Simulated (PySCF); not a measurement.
**CH5BClN (SMILES CNBCl): levels of theory compared**

Aim: a comparison of 6 runs (HF/STO-3G, BHLYP/def2-SVP, CAM-B3LYP/def2-SVP, PBE0/def2-SVP, r2SCAN/def2-SVP, wB97M-V/def2-SVP) of CH5BClN. 

Program for the calculation: PySCF 2.14.0.

1 further run of the same task is left out (set aside as unsound or not needed).

### 1 Starting point

CH5BClN: 9 atoms, total charge 0, spin state singlet. As SMILES, `CNBCl`. The coordinates come from a PBE0-D4/def2-TZVP relaxation. This is one conformer, not always the lowest.

Bond lengths: C1–N2 1.445 Å, N2–B3 1.381 Å, B3–Cl4 1.771 Å, C1–H5 1.094 Å, C1–H6 1.094 Å, C1–H7 1.090 Å, N2–H8 1.009 Å, B3–H9 1.192 Å. Some angles: C1–N2–B3 126.0°, N2–B3–Cl4 119.6°, C1–N2–H8 115.0°, B3–N2–H8 119.0°, N2–C1–H5 111.4°, N2–C1–H6 111.4°, N2–C1–H7 109.2°, N2–B3–H9 121.5°, Cl4–B3–H9 118.9°, H5–C1–H6 108.3°.

### 2 The energy at HF/STO-3G (run 1)

calc.py

```python
# CNBCl
from pyscf import gto, scf

mol = gto.M(
    atom='''
C      0.963949     0.911037    -1.839459
N     -0.770819    -0.427078    -0.211082
B     -0.493407    -0.784614     2.358756
Cl    -2.825707    -2.484045     4.053085
H      1.713982    -0.322009    -3.319304
H      0.052723     2.530154    -2.745394
H      2.544894     1.606078    -0.718096
H     -2.306411    -1.144229    -1.084514
H      1.288037     0.026834     3.473695
''',
    verbose=3,
    max_memory=1860,
    unit='bohr',
    charge=0,
    basis='sto-3g',
)

myscf = scf.RHF(mol)
myscf.conv_tol = 1e-10
myscf.kernel()
if not myscf.converged:
    myscf = myscf.newton().run(myscf.mo_coeff, myscf.mo_occ)

energy = myscf.e_tot
print('Final energy', energy)
```

Launch:

```sh
$ OMP_NUM_THREADS=1 python calc.py
```

What it wrote:

```text
converged SCF energy = -573.102130472457
Final energy -573.1021304724574
```

Run time: 0.86 s. Hardware: 1 thread of Intel Xeon Platinum 8223CL at 3.00GHz (Skylake/Cascade Lake), shared host; peak memory 0.1 GiB.

### 3 The energy at BHLYP/def2-SVP (run 2)

input.xyz

```xyz
9

C      0.510100     0.482100    -0.973400
N     -0.407900    -0.226000    -0.111700
B     -0.261100    -0.415200     1.248200
Cl    -1.495300    -1.314500     2.144800
H      0.907000    -0.170400    -1.756500
H      0.027900     1.338900    -1.452800
H      1.346700     0.849900    -0.380000
H     -1.220500    -0.605500    -0.573900
H      0.681600     0.014200     1.838200
```

job.py

```python
from pyscf import gto, dft

molecule = gto.M(
    atom='input.xyz',
    basis='def2-svp',
    max_memory=1860,
    verbose=3,
)

calc0 = dft.RKS(molecule)
calc0.xc = 'bhandhlyp'
calc0.grids.level = 5
calc0.conv_tol = 1e-10
calc0.kernel()
if not calc0.converged:
    calc0 = calc0.newton().run(calc0.mo_coeff, calc0.mo_occ)

e_tot = calc0.e_tot
print(f'total energy: {e_tot:.8f} hartree')
```

Launch:

```sh
$ OMP_NUM_THREADS=1 python job.py
```

What it wrote:

```text
converged SCF energy = -580.694392081437
total energy: -580.69439208 hartree
```

Wall time 16 s (1 thread of Intel Xeon Platinum 8223CL at 3.00GHz (Skylake/Cascade Lake), shared host); peak memory 0.43 GiB.

Run 3 isn't shown in full; the table further down has it.

### 4 A single-point energy at PBE0/def2-SVP (run 4)

run.py

```python
from pyscf import gto, dft

mol = gto.Mole()
mol.atom = '''
C    0.510100   0.482100  -0.973400
N   -0.407900  -0.226000  -0.111700
B   -0.261100  -0.415200   1.248200
Cl  -1.495300  -1.314500   2.144800
H    0.907000  -0.170400  -1.756500
H    0.027900   1.338900  -1.452800
H    1.346700   0.849900  -0.380000
H   -1.220500  -0.605500  -0.573900
H    0.681600   0.014200   1.838200
'''
mol.basis = 'def2-svp'
mol.verbose = 4
mol.max_memory = 1860
mol.build()

mf = dft.RKS(mol)
mf.xc = 'pbe0'
mf.grids.level = 5
mf.conv_tol = 1e-10
mf.kernel()
if not mf.converged:
    mf = mf.newton().run(mf.mo_coeff, mf.mo_occ)

energy = mf.e_tot
print('Final energy', energy)
```

Launch:

```sh
$ OMP_NUM_THREADS=1 python run.py
```

What it wrote:

```text
PySCF version 2.14.0

[... 76 lines left out ...]
converged SCF energy = -580.46557322984
Final energy -580.4655732298404
```

Run time: 16 s. Hardware: 1 thread of Intel Xeon Platinum 8223CL at 3.00GHz (Skylake/Cascade Lake), shared host; peak memory 0.43 GiB.

Run 5 isn't shown in full; the table further down has it.

### 5 A single-point energy at wB97M-V/def2-SVP (run 6)

input.py

```python
# CNBCl
from pyscf import gto, dft

mol = gto.M(
    atom='''
C      0.963949     0.911037    -1.839459
N     -0.770819    -0.427078    -0.211082
B     -0.493407    -0.784614     2.358756
Cl    -2.825707    -2.484045     4.053085
H      1.713982    -0.322009    -3.319304
H      0.052723     2.530154    -2.745394
H      2.544894     1.606078    -0.718096
H     -2.306411    -1.144229    -1.084514
H      1.288037     0.026834     3.473695
''',
    charge=0,
    max_memory=1860,
    basis='def2-svp',
    unit='bohr',
    verbose=3,
)

mf = dft.RKS(mol, xc='wb97m-v')
mf.conv_tol = 1e-10
mf.nlcgrids.level = 1
mf.grids.level = 5
mf.kernel()
if not mf.converged:
    mf = mf.newton().run(mf.mo_coeff, mf.mo_occ)

etot = mf.e_tot
print(f'total energy: {etot:.8f} hartree')
```

Launch:

```sh
$ OMP_NUM_THREADS=1 python input.py
```

What it wrote:

```text
converged SCF energy = -580.67858375338
total energy: -580.67858375 hartree
```

It took 1.8 min on 1 thread of Intel Xeon Platinum 8223CL at 3.00GHz (Skylake/Cascade Lake), shared host; peak memory 0.48 GiB.

### 6 All runs side by side

```tsv
run	level	integration grid	nlc grid	energy (Eh)	dipole moment (D)	HOMO energy (eV)	LUMO energy (eV)	wall time
1	HF/STO-3G	–	–	-573.102130	3.42	-9.47	8.17	0.86 s
2	BHLYP/def2-SVP	5	–	-580.694392	2.84	-8.88	1.70	16 s
3	CAM-B3LYP/def2-SVP	5	–	-580.708541	2.84	-8.98	1.81	23 s
4	PBE0/def2-SVP	5	–	-580.465573	2.91	-7.68	0.60	16 s
5	r2SCAN/def2-SVP	5	–	-580.658893	2.94	-6.63	-0.04	26 s
6	wB97M-V/def2-SVP	5	1	-580.678584	2.84	-9.93	2.69	1.8 min
```

### 7 Summary of results

| quantity | value |
| --- | --- |
| run 6: total energy | -580.67858 Eh |
| run 6: dipole moment | 2.84 D |
| run 6: HOMO energy | -9.93 eV |
| run 6: LUMO energy | 2.69 eV |
| run 6: HOMO–LUMO gap | 12.61 eV |

In words: The dipole moment (its size) runs from 2.84 D (wB97M-V/def2-SVP) to 3.42 D (HF/STO-3G). The two ends differ in method and basis. The HOMO–LUMO gap runs from 6.59 eV (r2SCAN/def2-SVP) to 17.64 eV (HF/STO-3G). Totals of different functionals can't be ranked against each other. In run 1 the basis is minimal, so the values are rough. All runs together took 3.2 min, the longest 1.8 min.
